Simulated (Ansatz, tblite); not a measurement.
# BMe2(nacnacH) (C5H11BN2): one state, many levels

The task here is to estimate one member of a computed series from the others.

The runs use Ansatz 0.2.0, Gaussian basis; as each input shows.

The runs, in order: GFN1-xTB, GFN2-xTB, PBE-D4/def2-TZVP, r2SCAN-D4/def2-TZVP, PBE-QIDH/def2-TZVP, CAM-B3LYP-D4/def2-TZVP, B3LYP-D4/def2-TZVP, PBE-D4/def2-SVP, PBE0-D4/def2-SVP, HF/6-31G, B3LYP-D4/6-31G, CCSD(T)/def2-SVP, MP2/def2-TZVP, RPA/def2-TZVP.

2 further runs of the same task are left out: 2 set aside as unsound or not needed.

### The relaxed structure

The singlet was relaxed beforehand with PBE-D4/def2-SVP.

19 atoms, charge 0, spin multiplicity 1.

Bond lengths: B1–C2 1.627 Å, B1–C6 1.627 Å, B1–N10 1.592 Å, B1–N14 1.592 Å, C2–H3 1.112 Å, C2–H4 1.113 Å, C2–H5 1.113 Å, C6–H7 1.112 Å, C6–H8 1.113 Å, C6–H9 1.113 Å, N10–C11 1.324 Å, N10–H15 1.023 Å, C11–C12 1.406 Å, C11–H16 1.105 Å, C12–C13 1.406 Å, C12–H17 1.095 Å, C13–N14 1.324 Å, C13–H18 1.105 Å and more. Angles: C2–B1–C6 113.6°, C2–B1–N10 110.0°, C2–B1–N14 110.0°, C6–B1–N10 110.0°, C6–B1–N14 110.0°, N10–B1–N14 102.8°, B1–C2–H3 113.0°, B1–C2–H4 111.7°, B1–C2–H5 111.7°, H3–C2–H4 107.2°, H3–C2–H5 107.2°, H4–C2–H5 105.8°, B1–C6–H7 112.9°, B1–C6–H8 111.7°, B1–C6–H9 111.7°, H7–C6–H8 107.2°, H7–C6–H9 107.2°, H8–C6–H9 105.8° and more.

Coordinates:

```xyz
19
charge 0, multiplicity 1
B     0.5183   -0.0049    0.3692
C     0.4562   -0.0174    1.9949
H    -0.5836   -0.0156    2.3892
H     0.9757    0.8644    2.4329
H     0.9672   -0.9110    2.4187
C     2.0329   -0.0063   -0.2249
H     2.0626    0.0014   -1.3366
H     2.6064   -0.8984    0.1133
H     2.6127    0.8770    0.1258
N    -0.2868    1.2467   -0.1964
C    -1.3645    1.2183   -0.9647
C    -1.9586    0.0186   -1.3948
C    -1.3741   -1.1922   -0.9834
N    -0.2967   -1.2411   -0.2157
H     0.0627    2.1736    0.0582
H    -1.8041    2.1844   -1.2729
H    -2.8503    0.0271   -2.0306
H    -1.8213   -2.1498   -1.3066
H     0.0454   -2.1746    0.0244
```

PBE0-D4/def2-TZVP was run before; its log isn't repeated, and its numbers join the tables.

The first run:

Tight binding, by tblite at 300 K electronic temperature and without a spin-polarisation term:

```python
tblite.interface.Calculator('GFN1-xTB', numbers, positions, charge=0, uhf=0).singlepoint()
```

Tight binding, by tblite at 300 K electronic temperature and without a spin-polarisation term:

```python
tblite.interface.Calculator('GFN2-xTB', numbers, positions, charge=0, uhf=0).singlepoint()
```

start.molden holds the orbitals of an earlier run on this state, given as this run's starting guess.

The input, in.yaml:

```yaml
crystal:
  periodic: [false, false, false]
  atoms:
    - {symbol: B, position_ang: [0.518284, -0.004933, 0.369174]}
    - {symbol: C, position_ang: [0.456223, -0.017403, 1.994852]}
    - {symbol: H, position_ang: [-0.583622, -0.015612, 2.389159]}
    - {symbol: H, position_ang: [0.975698, 0.864372, 2.432855]}
    - {symbol: H, position_ang: [0.967184, -0.910989, 2.418730]}
    - {symbol: C, position_ang: [2.032885, -0.006260, -0.224895]}
    - {symbol: H, position_ang: [2.062591, 0.001440, -1.336562]}
    - {symbol: H, position_ang: [2.606382, -0.898422, 0.113313]}
    - {symbol: H, position_ang: [2.612653, 0.876991, 0.125769]}
    - {symbol: N, position_ang: [-0.286757, 1.246689, -0.196358]}
    - {symbol: C, position_ang: [-1.364517, 1.218303, -0.964659]}
    - {symbol: C, position_ang: [-1.958560, 0.018647, -1.394847]}
    - {symbol: C, position_ang: [-1.374093, -1.192238, -0.983412]}
    - {symbol: N, position_ang: [-0.296660, -1.241146, -0.215678]}
    - {symbol: H, position_ang: [0.062696, 2.173565, 0.058220]}
    - {symbol: H, position_ang: [-1.804086, 2.184356, -1.272902]}
    - {symbol: H, position_ang: [-2.850327, 0.027136, -2.030647]}
    - {symbol: H, position_ang: [-1.821342, -2.149848, -1.306586]}
    - {symbol: H, position_ang: [0.045368, -2.174627, 0.024443]}
basis:
  gaussian: {orbitals: def2-TZVP, initial_orbitals: start.molden}
hamiltonian: {xc: pbe, dispersion: d4}
scf: {omitted_lower_state_checks: [starts]}
output: {orbitals: {seedname: orbitals}}
```

On the command line:

```
> ansatz run in.yaml --threads 4 --pin off --events-out ev --progress --plain --max-ram 4787MiB
```

Steps of the session up to this table: PBE-D4/def2-TZVP; r2SCAN-D4/def2-TZVP; PBE-QIDH/def2-TZVP; CAM-B3LYP-D4/def2-TZVP; B3LYP-D4/def2-TZVP; PBE-D4/def2-SVP; PBE0-D4/def2-SVP; HF/6-31G; B3LYP-D4/6-31G; CCSD(T)/def2-SVP; MP2/def2-TZVP; RPA/def2-TZVP.

One of the session's tables, all rows but one given; the rest of the session is left out.

| method | binding an atom (eV) |
| --- | --- |
| HF/6-31G | 2.981 |
| HF/def2-SVP | 3.212 |
| HF/def2-TZVP | 3.138 |
| PBE-D4/def2-SVP | 4.516 |
| PBE-D4/def2-TZVP | 4.462 |
| r2SCAN-D4/def2-TZVP | 4.343 |
| B3LYP-D4/6-31G | 4.258 |
| B3LYP-D4/def2-TZVP | 4.346 |
| PBE0-D4/def2-SVP | 4.431 |
| PBE0-D4/def2-TZVP | 4.373 |
| CAM-B3LYP-D4/def2-TZVP | 4.355 |
| MP2/def2-SVP | ? |
| MP2/def2-TZVP | 4.237 |
| CCSD/def2-SVP | 4.089 |
| CCSD(T)/def2-SVP | 4.143 |

**Question.** Estimate the row for MP2/def2-SVP.

**Answer.** binding an atom (eV): 4.196. In the column «binding an atom (eV)» it lies between CCSD(T)/def2-SVP (4.143) and MP2/def2-TZVP (4.237).

Among the levels timed on like hardware and quicker than the yardstick, those that no quicker one beats, quickest first: HF/6-31G (1.9 s, -1.162 eV); B3LYP-D4/6-31G (3.3 s, +0.115 eV); MP2/def2-TZVP (16 s, +0.094 eV).

Caveats from the session: Free atoms were run apart at each level; binding is atoms less cluster, divided by the number of atoms, without zero-point or spin-orbit terms. The yardstick is in a double-zeta basis, so levels in larger sets aren't compared like for like.
